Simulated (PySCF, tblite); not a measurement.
**C2H8F3NSi2: geometry, infrared bands and NMR shifts**

Wanted: the infrared bands and NMR shifts of C2H8F3NSi2 (`CN([SiH3])[SiH2]C(F)(F)F`), by calculation.

Programs: tblite 0.8.0 and PySCF 2.14.0, with density-fitted response routines of our own. Each step states its level of theory. These are calculated values for one molecule in the gas phase, unless marked as measured. Atoms are numbered from 0 throughout.

## 1. The starting structure

16 atoms, charge 0, multiplicity 1; geometry from: force field or distance geometry start.

Bonds of the start (Å): C0–N1 1.46, N1–Si2 1.75, N1–Si3 1.76, Si3–C4 1.84, C4–F5 1.38, C4–F6 1.39, C4–F7 1.39, C0–H8 1.12, C0–H9 1.09, C0–H10 1.09, Si2–H11 1.48, Si2–H12 1.48, Si2–H13 1.48, Si3–H14 1.49, Si3–H15 1.48.

## 2. Optimising the geometry with GFN2-xTB

The job: settings as JSON, then the geometry in Å.

```
{"job": {"kind": "relax", "xc": "GFN2-xTB", "basis": "xTB"}, "charge": 0, "multiplicity": 1}
C      1.602000    -1.230900     0.609100
N      0.694100    -0.488800    -0.253700
Si     1.198800     1.138800    -0.630600
Si    -0.989300    -0.714900     0.195700
C     -2.112400     0.669700    -0.255700
F     -2.779800     1.039000     0.899100
F     -3.065000     0.245500    -1.175300
F     -1.423500     1.780600    -0.726100
H      0.937000    -1.918300     1.199800
H      2.248900    -1.825000    -0.036000
H      2.114600    -0.610700     1.347300
H      0.624000     2.185500     0.242100
H      0.849300     1.375900    -2.047700
H      2.666700     1.283700    -0.556500
H     -1.094900    -0.987800     1.658200
H     -1.477900    -1.933400    -0.481100
```

Run with:

```bash
$ OMP_NUM_THREADS=1 python probes_run.py task.json out
```

One launch serves the whole session: the jobs run in the order shown.

**Question.** This job is followed by: GFN2-xTB harmonic vibrations, gas phase; GIAO PBE0/pcSseg-1 NMR shielding, non-relativistic, gas phase. What will the session give for the following? strongest single infrared mode (GFN2-xTB); zero-point energy (GFN2-xTB); ¹³C shifts against TMS (PBE0/pcSseg-1); ¹H shifts against TMS (PBE0/pcSseg-1, means over atoms taken as alike); ¹⁵N shifts against NH3 (PBE0/pcSseg-1); ²⁹Si shifts against TMS (PBE0/pcSseg-1); ¹⁹F shifts against CFCl3 (PBE0/pcSseg-1, means over atoms taken as alike).

The runs gave:

| quantity | value |
| --- | --- |
| strongest single infrared mode (GFN2-xTB) | 2245 cm⁻¹, 526 km/mol |
| zero-point energy (GFN2-xTB) | 60.9 kcal/mol |
| ¹³C shifts against TMS (PBE0/pcSseg-1) | 138.4, 37.2 ppm |
| ¹H shifts against TMS (PBE0/pcSseg-1, means over atoms taken as alike) | 4.83, 4.77, 2.80 ppm |
| ¹⁵N shifts against NH3 (PBE0/pcSseg-1) | -11.2 ppm |
| ²⁹Si shifts against TMS (PBE0/pcSseg-1) | -36.2, -40.8 ppm |
| ¹⁹F shifts against CFCl3 (PBE0/pcSseg-1, means over atoms taken as alike) | -74.6 ppm |

**Reading.** Relaxing lowered the energy by 0.913 eV in 133 steps; the close pair that moved most is Si3–C4, from 1.839 to 1.931 Å. All 42 modes are real, so the xTB geometry is a minimum. GFN2-xTB is a fitted tight-binding method: band positions and strengths are rough. Its intensities can rank the bands wrongly. At PBE0/pcSseg-1: The largest span, 185 ppm, is at F5, F6, F7, where the paramagnetic term is -229 ppm.
